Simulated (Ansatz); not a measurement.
**C2H5Cl3HfSe: how energies converge with the basis set**

Aim: see how fast density functionals converge with the basis set for C2H5Cl3HfSe.

Computed with Ansatz 0.2.0, Gaussian basis. Level: one geometry, several basis sets.

Levels to be run: PBE0-D4/def2-SVP; ωB97M-V/def2-SVP; PBE0-D4/def2-QZVPP; ωB97M-V/def2-QZVPP; the functionals' def2-TZVPP values are taken from earlier runs.

## Step 1: Structure used throughout

The geometry comes from an earlier relaxation with PBE0-D4/def2-TZVP; it is a stationary point, not always the lowest conformer. Hf takes the def2 core potential; no spin-orbit term is included.

SMILES `CC[Se][Hf]([Cl])([Cl])[Cl]`, 12 atoms, charge 0, spin multiplicity 1.

Atoms are counted from 1 here; the program's logs count them from 0.

Bond lengths: C1–C2 1.510 Å, C1–H8 1.091 Å, C1–H9 1.094 Å, C1–H10 1.091 Å, C2–Se3 1.990 Å, C2–H11 1.098 Å, C2–H12 1.089 Å, Se3–Hf4 2.516 Å, Hf4–Cl5 2.319 Å, Hf4–Cl6 2.335 Å, Hf4–Cl7 2.334 Å. Angles: C2–C1–H8 111.2°, C2–C1–H9 109.9°, C2–C1–H10 111.1°, H8–C1–H9 108.2°, H8–C1–H10 108.2°, H9–C1–H10 108.2°, C1–C2–Se3 111.8°, C1–C2–H11 110.6°, C1–C2–H12 113.0°, Se3–C2–H11 110.6°, Se3–C2–H12 104.7°, H11–C2–H12 105.9°, C2–Se3–Hf4 86.0°, Se3–Hf4–Cl5 107.3°, Se3–Hf4–Cl6 108.4°, Se3–Hf4–Cl7 109.3°, Cl5–Hf4–Cl6 111.3°, Cl5–Hf4–Cl7 111.0° and more.

## Step 2: PBE0-D4 in def2-SVP

The input, in.yaml:

```yaml
crystal:
  periodic: [false, false, false]
  atoms:
    - {symbol: C, position_ang: [0.270856, -0.721089, 1.779533]}
    - {symbol: C, position_ang: [0.356656, -0.942122, 0.288496]}
    - {symbol: Se, position_ang: [1.658392, 0.296265, -0.567677]}
    - {symbol: Hf, position_ang: [-0.335024, 1.316876, -1.713751]}
    - {symbol: Cl, position_ang: [0.434979, 3.106436, -2.971357]}
    - {symbol: Cl, position_ang: [-1.845677, 2.019768, -0.077931]}
    - {symbol: Cl, position_ang: [-1.351006, -0.286634, -3.072155]}
    - {symbol: H, position_ang: [-0.092935, 0.281635, 2.008645]}
    - {symbol: H, position_ang: [-0.418942, -1.444429, 2.224407]}
    - {symbol: H, position_ang: [1.246899, -0.845417, 2.251105]}
    - {symbol: H, position_ang: [-0.634041, -0.842626, -0.174906]}
    - {symbol: H, position_ang: [0.709842, -1.938684, 0.025580]}
basis:
  gaussian: {orbitals: def2-SVP}
hamiltonian: {xc: pbe0, dispersion: d4}
output: {orbitals: {seedname: orbitals}}
```

On the command line:

```sh
$ ansatz run in.yaml --threads 2 --pin off --events-out ev --progress --plain --max-ram 22528MiB --backend cpu
```

The runs that follow: ωB97M-V in def2-SVP; PBE0-D4 in def2-QZVPP; ωB97M-V in def2-QZVPP.

Before running them: what should the planned runs give, taken together? Wanted: PBE0-D4: double and triple zeta above quadruple; ωB97M-V: double and triple zeta above quadruple.

As calculated:

| quantity | value |
| --- | --- |
| PBE0-D4: double and triple zeta above quadruple | 26.14, 2.60 eV |
| ωB97M-V: double and triple zeta above quadruple | 26.02, 2.50 eV |

PBE0-D4 gains 23.55 eV from double to triple zeta, then 2.60 eV more. These are total energies; as a rule much of such shifts cancels in differences, which this series doesn't test.
